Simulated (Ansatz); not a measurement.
**CH6AlNO: small, medium and large basis sets**

How large a basis does CH6AlNO need? Two functionals are run in growing sets.

The runs use Ansatz 0.2.0, Gaussian basis; one geometry, several basis sets.

Levels to be run: PBE0-D4/def2-SVP; ωB97M-V/def2-SVP; PBE0-D4/def2-QZVPP; ωB97M-V/def2-QZVPP; the functionals' def2-TZVPP values are taken from earlier runs.

## Step 1: Structure used throughout

The geometry comes from an earlier relaxation with PBE0-D4 in a triple-zeta def2 set; it is a stationary point, not always the lowest conformer.

10 atoms, charge 0, spin multiplicity 1.

Atoms are counted from 1 here; the program's logs count them from 0.

Bond lengths: N1–C2 1.286 Å, N1–H5 1.014 Å, N1–H6 1.022 Å, C2–Al4 2.085 Å, C2–H7 1.094 Å, O3–Al4 1.727 Å, O3–H8 0.955 Å, Al4–H9 1.602 Å, Al4–H10 1.641 Å. Angles: C2–N1–H5 125.2°, C2–N1–H6 116.5°, H5–N1–H6 118.2°, N1–C2–Al4 114.1°, N1–C2–H7 112.9°, Al4–C2–H7 132.9°, Al4–O3–H8 120.8°, C2–Al4–O3 109.9°, C2–Al4–H9 102.3°, C2–Al4–H10 91.5°, O3–Al4–H9 115.8°, O3–Al4–H10 116.5°, H9–Al4–H10 116.5°.

Geometry (Å):

```xyz
10
CH6AlNO
N     0.8718   -0.4569   -1.4102
C    -0.1983   -0.6916   -0.7363
O    -0.7925   -0.0878    2.2749
Al   -0.5888    0.7101    0.7571
H     1.1843   -0.9878   -2.2154
H     1.4361    0.3402   -1.1076
H    -0.7547   -1.5563   -1.1087
H    -0.0492   -0.2288    2.8570
H    -1.8827    1.4632    0.1871
H     0.8570    1.4447    0.5051
```

## Step 2: PBE0-D4 in def2-SVP

The input, in.yaml:

```yaml
crystal:
  periodic: [false, false, false]
  atoms:
    - {symbol: N, position_ang: [0.871830, -0.456939, -1.410161]}
    - {symbol: C, position_ang: [-0.198291, -0.691607, -0.736288]}
    - {symbol: O, position_ang: [-0.792540, -0.087789, 2.274947]}
    - {symbol: Al, position_ang: [-0.588757, 0.710092, 0.757067]}
    - {symbol: H, position_ang: [1.184307, -0.987816, -2.215397]}
    - {symbol: H, position_ang: [1.436135, 0.340193, -1.107615]}
    - {symbol: H, position_ang: [-0.754672, -1.556309, -1.108724]}
    - {symbol: H, position_ang: [-0.049217, -0.228771, 2.857036]}
    - {symbol: H, position_ang: [-1.882691, 1.463152, 0.187068]}
    - {symbol: H, position_ang: [0.856995, 1.444695, 0.505066]}
basis:
  gaussian: {orbitals: def2-SVP}
hamiltonian: {xc: pbe0, dispersion: d4}
output: {orbitals: {seedname: orbitals}}
```

Command:

```bash
$ ansatz run in.yaml --threads 2 --pin off --events-out ev --progress --plain --max-ram 4352MiB
```

Output:

```text
Functional definition: PBE0
  name "PBE0"
  cite "Adamo & Barone, J. Chem. Phys. 110, 6158 (1999) doi:10.1063/1.478522"
  cite "Perdew, Burke & Ernzerhof, Phys. Rev. Lett. 77, 3865 (1996) doi:10.1103/PhysRevLett.77.3865"
  parent pbe
  parameter a = 0.25
  parameter kappa = 0.804
  parameter beta = 0.06672455060314922
  exchange = (1 - a)*pbe_x(kappa = kappa, mu = beta*pi^2/3) + a*exact_x
  correlation = pbe_c(beta = beta)
1047 factors; their error is unknown
mean field evaluation 1: about -11248.1379 eV, gradient 5.8e1 eV
mean field evaluation 2: about -11235.9790 eV, gradient 9.7e1 eV
mean field evaluation 4: about -11254.5206 eV, gradient 4.0e0 eV
mean field evaluation 8: about -11254.6506 eV, gradient 2.4e-1 eV
mean field -11254.65075990 eV, -413.6007867502 hartree, gradient 7.3e-5 eV, S^2 0.000000; 0 other end points of the search recorded, 0 dependent functions left out
reference -11254.65079016 eV, -413.6007878620 hartree; 20, 20 occupied and 70, 70 virtual orbitals, 1047 factors
Total energy: -11254.78385835 eV, -413.6056780280 hartree
```

It took 1.2 s on 2 threads of Arm Neoverse V1, shared host.

## Step 3: ωB97M-V in def2-SVP

in.yaml: that of step 2 with these lines changed.

```diff
@@ -15,3 +15,3 @@
   gaussian: {orbitals: def2-SVP}
-hamiltonian: {xc: pbe0, dispersion: d4}
+hamiltonian: {xc: {name: wB97M-V}}
 output: {orbitals: {seedname: orbitals}}
```

The command is unchanged.

Output, shortened:

```text
Functional definition: wB97M-V
  name "wB97M-V"
  cite "Mardirossian & Head-Gordon, J. Chem. Phys. 144, 214110 (2016) doi:10.1063/1.4952647"
  cite "Becke, J. Chem. Phys. 107, 8554 (1997) doi:10.1063/1.475007"
  cite "Vydrov & Van Voorhis, J. Chem. Phys. 133, 244103 (2010) doi:10.1063/1.3521275"
  # Of w^i u^j: cxij and so on, Table III.
[...]
  gx(w, u) = 1 - cx + cx01*u + cx10*w
  gss(w, u) = css00 + css04*u^4 + css10*w + css20*w^2 + css43*w^4*u^3
  gos(w, u) = cos00 + cos10*w + (cos20 + cos21*u)*w^2 + (cos60 + cos61*u)*w^6
[...]
      + integral(e_c_pw_mod_opposite_spin*gos(b97_w_opposite, b97_u_opposite)) + vv10(b, c)
1028 factors; their error is unknown
266 factors; integrals over basis functions are off by at most 9.6e-6 eV
[...]
mean field -11260.61379834 eV, -413.8199243709 hartree, gradient 8.4e-5 eV, S^2 0.000000; 0 other end points of the search recorded, 0 dependent functions left out
reference -11260.61384703 eV, -413.8199261601 hartree; 20, 20 occupied and 70, 70 virtual orbitals, 1028 factors
Total energy: -11260.61384703 eV, -413.8199261601 hartree
```

Wall time 5.5 s (2 threads of Arm Neoverse V1, shared host).

## Step 4: PBE0-D4 in def2-QZVPP

in.yaml: that of step 3 with these lines changed.

```diff
@@ -14,4 +14,4 @@
 basis:
-  gaussian: {orbitals: def2-SVP}
-hamiltonian: {xc: {name: wB97M-V}}
+  gaussian: {orbitals: "def2-QZVPP.json"}
+hamiltonian: {xc: pbe0, dispersion: d4}
 output: {orbitals: {seedname: orbitals}}
```

The command is unchanged.

Output:

```text
Functional definition: PBE0
  name "PBE0"
  cite "Adamo & Barone, J. Chem. Phys. 110, 6158 (1999) doi:10.1063/1.478522"
  cite "Perdew, Burke & Ernzerhof, Phys. Rev. Lett. 77, 3865 (1996) doi:10.1103/PhysRevLett.77.3865"
  parent pbe
  parameter a = 0.25
  parameter kappa = 0.804
  parameter beta = 0.06672455060314922
  exchange = (1 - a)*pbe_x(kappa = kappa, mu = beta*pi^2/3) + a*exact_x
  correlation = pbe_c(beta = beta)
1313 factors; their error is unknown
mean field evaluation 1: about -11254.1928 eV, gradient 7.1e1 eV
mean field evaluation 2: about -11236.4270 eV, gradient 1.2e2 eV
mean field evaluation 4: about -11263.0403 eV, gradient 6.1e0 eV
mean field evaluation 8: about -11263.1216 eV, gradient 2.7e-1 eV
mean field -11263.12164299 eV, -413.9120859617 hartree, gradient 6.0e-5 eV, S^2 0.000000; 0 other end points of the search recorded, 0 dependent functions left out
reference -11263.12168701 eV, -413.9120875797 hartree; 20, 20 occupied and 401, 401 virtual orbitals, 1313 factors
Total energy: -11263.25475521 eV, -413.9169777457 hartree
```

Run time: 9.5 s. Hardware: 2 threads of Arm Neoverse V1, shared host; peak memory 1.1 GiB.

## Step 5: ωB97M-V in def2-QZVPP

in.yaml: that of step 4 with these lines changed.

```diff
@@ -15,3 +15,3 @@
   gaussian: {orbitals: "def2-QZVPP.json"}
-hamiltonian: {xc: pbe0, dispersion: d4}
+hamiltonian: {xc: {name: wB97M-V}}
 output: {orbitals: {seedname: orbitals}}
```

Same command.

Output, shortened:

```text
Functional definition: wB97M-V
  name "wB97M-V"
  cite "Mardirossian & Head-Gordon, J. Chem. Phys. 144, 214110 (2016) doi:10.1063/1.4952647"
  cite "Becke, J. Chem. Phys. 107, 8554 (1997) doi:10.1063/1.475007"
  cite "Vydrov & Van Voorhis, J. Chem. Phys. 133, 244103 (2010) doi:10.1063/1.3521275"
  # Of w^i u^j: cxij and so on, Table III.
[...]
  gx(w, u) = 1 - cx + cx01*u + cx10*w
  gss(w, u) = css00 + css04*u^4 + css10*w + css20*w^2 + css43*w^4*u^3
  gos(w, u) = cos00 + cos10*w + (cos20 + cos21*u)*w^2 + (cos60 + cos61*u)*w^6
[...]
      + integral(e_c_pw_mod_opposite_spin*gos(b97_w_opposite, b97_u_opposite)) + vv10(b, c)
1270 factors; their error is unknown
363 factors; integrals over basis functions are off by at most 1.4e-5 eV
[...]
mean field -11269.26947514 eV, -414.1380146261 hartree, gradient 4.0e-5 eV, S^2 0.000000; 0 other end points of the search recorded, 0 dependent functions left out
reference -11269.26954715 eV, -414.1380172727 hartree; 20, 20 occupied and 401, 401 virtual orbitals, 1270 factors
Total energy: -11269.26954715 eV, -414.1380172727 hartree
```

Wall time 24 s (2 threads of Arm Neoverse V1, shared host); peak memory 1.3 GiB.

## Step 6: Functionals by basis

The def2-TZVPP values come from earlier runs at the same geometry.

| functional | basis | functions | energy (eV) | from the largest (eV) | HOMO (eV) | LUMO (eV) |
| --- | --- | --- | --- | --- | --- | --- |
| PBE0-D4 | def2-SVP | 90 | -11254.7839 | 8.471 | -6.93 | -2.09 |
| PBE0-D4 | def2-TZVPP | 219 | -11262.7591 | 0.496 | -7.10 | -2.20 |
| PBE0-D4 | def2-QZVPP | 421 | -11263.2548 | 0.000 | -7.13 | -2.25 |
| ωB97M-V | def2-SVP | 90 | -11260.6138 | 8.656 | -9.10 | 0.27 |
| ωB97M-V | def2-TZVPP | 219 | -11268.7949 | 0.475 | -9.32 | 0.07 |
| ωB97M-V | def2-QZVPP | 421 | -11269.2695 | 0.000 | -9.36 | -0.01 |

## Step 7: Outcome

| quantity | value |
| --- | --- |
| PBE0-D4: double and triple zeta above quadruple | 8.47, 0.50 eV |
| ωB97M-V: double and triple zeta above quadruple | 8.66, 0.47 eV |

In words: PBE0-D4 gains 7.98 eV from double to triple zeta, then 0.50 eV more. These are total energies; as a rule much of such shifts cancels in differences, which this series doesn't test.

For PBE0-D4 the largest set took about 8 times as long as the smallest (9.5 s against 1.2 s).
